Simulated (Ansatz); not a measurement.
# H8OW: the cost of one run

All numbers below are computed with Ansatz 0.2.0 (RKS PBE-D4/def2-TZVP).

1 further run of the same task is left out (it didn't finish).

## Step 1: The structure to begin with

Bond lengths: W1–O2 2.290 Å, O2–H3 1.010 Å, W1–H4 1.720 Å, W1–H5 1.720 Å, W1–H6 1.720 Å, W1–H7 1.720 Å, W1–H8 1.720 Å, W1–H9 2.020 Å, W1–H10 2.185 Å. Angles (14 of 29 angles, heavy atoms first): W1–O2–H3 109.5°, O2–W1–H4 90.0°, O2–W1–H5 90.0°, O2–W1–H6 90.0°, O2–W1–H7 90.0°, O2–W1–H8 180.0°, O2–W1–H9 71.6°, O2–W1–H10 41.9°, H4–W1–H5 90.0°, H4–W1–H6 180.0°, H4–W1–H7 90.0°, H4–W1–H8 90.0°, H4–W1–H9 48.9°, H4–W1–H10 62.4°.

As a file:

```xyz
10

W     0.0000    0.0000    0.0000
O     0.0000    0.0000    2.2900
H    -0.9095   -0.2814    2.6271
H     1.7200    0.0000    0.0000
H     0.0000    1.7200    0.0000
H    -1.7200    0.0000    0.0000
H     0.0000   -1.7200    0.0000
H     0.0000    0.0000   -1.7200
H     1.3275    1.3829    0.6370
H     1.0111    1.0533    1.6250
```

## Step 2: Pulling towards end A

Springs on the bonds that form and break draw the guess towards this end; the thresholds are loose.

input.yaml reads:

```yaml
crystal:
  periodic: [false, false, false]
  atoms:
    - { symbol: W, position_ang: [0.0, 0.0, 0.0] }
    - { symbol: O, position_ang: [0.0, 0.0, 2.29] }
    - { symbol: H, position_ang: [-0.9095, -0.2814, 2.6271] }
    - { symbol: H, position_ang: [1.72, 0.0, 0.0] }
    - { symbol: H, position_ang: [0.0, 1.72, 0.0] }
    - { symbol: H, position_ang: [-1.72, 0.0, 0.0] }
    - { symbol: H, position_ang: [0.0, -1.72, 0.0] }
    - { symbol: H, position_ang: [0.0, 0.0, -1.72] }
    - { symbol: H, position_ang: [1.3275, 1.3829, 0.637] }
    - { symbol: H, position_ang: [1.0111, 1.0533, 1.625] }
basis:
  gaussian: { orbitals: def2-TZVP }
hamiltonian:
  xc: pbe
  dispersion: d4
relax:
  f_tol: 0.15
  max_steps: 25
  restrain:
    - { distance: [0, 8], at: 2.92, k: 30.0 }
    - { distance: [9, 1], at: 2.21, k: 30.0 }
    - { distance: [0, 1], at: 1.94, k: 30.0 }
    - { distance: [9, 8], at: 0.66, k: 30.0 }
output:
  orbitals: {}
```

On the command line:

```sh
$ ansatz run input.yaml --threads 4 --pin off --max-ram 5120MiB --backend cpu --events-out ev --progress --plain --runs-dir out
```

Q: Estimate wall time and peak memory on 4 threads of Arm Neoverse V1, shared host.

About 20 s, with a peak of 0.2 GiB.
